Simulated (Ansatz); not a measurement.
**C2H4BClO: how energies converge with the basis set**

Aim: see how fast density functionals converge with the basis set for C2H4BClO.

The runs use Ansatz 0.2.0, Gaussian basis; one geometry, several basis sets.

The runs, in order: PBE0-D4/def2-SVP; ωB97M-V/def2-SVP; PBE0-D4/def2-QZVPP; ωB97M-V/def2-QZVPP; the functionals' def2-TZVPP values are taken from earlier runs.

## 1. Structure used throughout

All runs share one geometry, relaxed beforehand with PBE0-D4 in a triple-zeta def2 set.

SMILES `ClC1CBO1`, 9 atoms, charge 0, spin multiplicity 1.

Atoms are counted from 1 here; the program's logs count them from 0.

Bond lengths: Cl1–C2 1.770 Å, C2–C3 1.528 Å, C2–O5 1.433 Å, C2–H6 1.089 Å, C3–B4 1.577 Å, C3–H7 1.090 Å, C3–H8 1.090 Å, B4–O5 1.372 Å, B4–H9 1.191 Å. Angles: Cl1–C2–C3 116.7°, Cl1–C2–O5 111.6°, Cl1–C2–H6 106.6°, C3–C2–O5 94.4°, C3–C2–H6 116.9°, O5–C2–H6 110.2°, C2–C3–B4 79.9°, C2–C3–H7 113.2°, C2–C3–H8 115.6°, B4–C3–H7 115.7°, B4–C3–H8 120.2°, H7–C3–H8 109.4°, C3–B4–O5 94.8°, C3–B4–H9 140.6°, O5–B4–H9 124.7°, C2–O5–B4 90.7°.

## 2. PBE0-D4 in def2-SVP

in.yaml

```yaml
crystal:
  periodic: [false, false, false]
  atoms:
    - {symbol: Cl, position_ang: [-1.971145, -0.933532, 0.931444]}
    - {symbol: C, position_ang: [-0.871083, 0.121361, 0.030995]}
    - {symbol: C, position_ang: [0.550954, 0.254658, 0.573893]}
    - {symbol: B, position_ang: [0.857101, -0.325333, -0.860392]}
    - {symbol: O, position_ang: [-0.461646, -0.476262, -1.205952]}
    - {symbol: H, position_ang: [-1.413603, 1.046307, -0.159512]}
    - {symbol: H, position_ang: [0.757027, -0.415099, 1.408496]}
    - {symbol: H, position_ang: [0.863477, 1.265604, 0.834462]}
    - {symbol: H, position_ang: [1.777418, -0.584104, -1.570535]}
basis:
  gaussian: {orbitals: def2-SVP}
hamiltonian: {xc: pbe0, dispersion: d4}
output: {orbitals: {seedname: orbitals}}
```

On the command line:

```sh
ansatz run in.yaml --threads 2 --pin off --events-out ev --progress --plain --max-ram 4352MiB
```

Further steps of the session: ωB97M-V in def2-SVP; PBE0-D4 in def2-QZVPP; ωB97M-V in def2-QZVPP.

Q: Predict the results of all the runs planned. Wanted: PBE0-D4: double and triple zeta above quadruple; ωB97M-V: double and triple zeta above quadruple.

The runs gave:

| quantity | value |
| --- | --- |
| PBE0-D4: double and triple zeta above quadruple | 10.44, 0.64 eV |
| ωB97M-V: double and triple zeta above quadruple | 10.56, 0.61 eV |

In words: PBE0-D4 gains 9.80 eV from double to triple zeta, then 0.64 eV more. These are total energies; as a rule much of such shifts cancels in differences, which this series doesn't test. The LUMO of ωB97M-V is positive and keeps falling with the basis (1.72 to 1.14 eV): an unbound level that the basis holds in place.
